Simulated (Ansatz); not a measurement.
**C₂H₂OTe: one species, many methods**

One table from this session's results is given with a row withheld; the runs are named, their logs left out.

Program: Ansatz 0.2.0, Gaussian basis. Level of theory: functionals in def2-TZVPP, the program's frozen cores in correlated methods. These are calculated values, not measurements.

Plan: LDA (SPW92), PBE-D4, revPBE-D4, BLYP-D4, r2SCAN-D4, B97M-V, PBE0-D4, B3LYP-D4, r2SCANh-D4, r2SCAN0-D4, HSE06-D4, BHLYP-D4, CAM-B3LYP-D4, LC-ωPBE, ωB97X-V, ωB97M-V, B2PLYP, PBE-QIDH; CCSD(T)/def2-SVP; CCSD(T)/def2-TZVPP; MP2/def2-QZVPP; extrapolation to the limit; RPA on PBE.

## The geometry

An earlier PBE0-D4 in a triple-zeta def2 set relaxation fixed the geometry. Te takes the def2 core potential; no spin-orbit term is included.

SMILES `O=C=C[TeH]`, 6 atoms, charge 0, spin multiplicity 1.

Atoms are counted from 1 here; the program's logs count them from 0.

Bond lengths: O1–C2 1.155 Å, C2–C3 1.308 Å, C3–Te4 2.085 Å, C3–H5 1.079 Å, Te4–H6 1.666 Å. Angles: O1–C2–C3 178.6°, C2–C3–Te4 115.5°, C2–C3–H5 121.7°, Te4–C3–H5 122.8°, C3–Te4–H6 95.8°.

Coordinates:

```mol
C2H2OTe
  3D, bonds by distance, orders not assigned

  6  5  0  0  0  0  0  0  0  0999 V2000
    0.2496   -2.1098    0.9472 O   0  0
    0.4225   -1.0864    0.4395 C   0  0
    0.5883    0.0713   -0.1465 C   0  0
   -1.0564    0.7793   -1.2144 Te  0  0
    1.5291    0.5979   -0.1040 H   0  0
   -1.6911    1.6838    0.0321 H   0  0
  1  2  8  0
  2  3  8  0
  3  4  8  0
  3  5  8  0
  4  6  8  0
M  END
```

The first run:

The input, in.yaml:

```yaml
crystal:
  periodic: [false, false, false]
  atoms:
    - {symbol: O, position_ang: [0.249584, -2.109812, 0.947178]}
    - {symbol: C, position_ang: [0.422526, -1.086445, 0.439538]}
    - {symbol: C, position_ang: [0.588250, 0.071264, -0.146503]}
    - {symbol: Te, position_ang: [-1.056393, 0.779340, -1.214387]}
    - {symbol: H, position_ang: [1.529149, 0.597919, -0.103982]}
    - {symbol: H, position_ang: [-1.691114, 1.683835, 0.032056]}
basis:
  gaussian: {orbitals: def2-TZVPP}
hamiltonian: {xc: lda}
output: {orbitals: {seedname: orbitals}}
```

The run is started by

```
$ ansatz run in.yaml --threads 2 --pin off --events-out ev --progress --plain --max-ram 4352MiB
```

Steps of the session up to this table: LDA; PBE-D4 (GGA); revPBE-D4 (GGA); BLYP-D4 (GGA); r2SCAN-D4 (meta-GGA); B97M-V (meta-GGA); PBE0-D4 (hybrid); B3LYP-D4 (hybrid); r2SCANh-D4 (hybrid); r2SCAN0-D4 (hybrid); HSE06-D4 (hybrid); BHLYP-D4 (hybrid); CAM-B3LYP-D4 (range-separated); LC-ωPBE (range-separated); ωB97X-V (range-separated); ωB97M-V (range-separated); B2PLYP (double hybrid); PBE-QIDH (double hybrid).

One of the session's tables, all rows but one given; the rest of the session is left out.

It belongs to the step «Orbital energies across the functionals». 

```
  functional  HOMO (eV)  LUMO (eV)  gap (eV)
 LDA (SPW92)          ?          ?         ?
      PBE-D4      -5.61      -2.63      2.98
   revPBE-D4      -5.55      -2.54      3.01
     BLYP-D4      -5.44      -2.50      2.95
   r2SCAN-D4      -5.85      -2.44      3.41
      B97M-V      -5.82      -2.28      3.54
     PBE0-D4      -6.66      -1.69      4.98
    B3LYP-D4      -6.45      -1.91      4.53
  r2SCANh-D4      -6.24      -2.10      4.14
  r2SCAN0-D4      -6.83      -1.59      5.24
    HSE06-D4      -6.27      -2.07      4.21
    BHLYP-D4      -7.57      -0.65      6.92
CAM-B3LYP-D4      -7.90      -0.59      7.32
     LC-ωPBE      -9.20       0.57      9.77
     ωB97X-V      -8.88       0.49      9.36
     ωB97M-V      -8.77       0.37      9.13
```

Estimate the missing values for LDA (SPW92).

The run gave: HOMO (eV): -5.77; LUMO (eV): -2.88; gap (eV): 2.90. In the column «HOMO (eV)» it lies between B97M-V (-5.82) and PBE-D4 (-5.61).
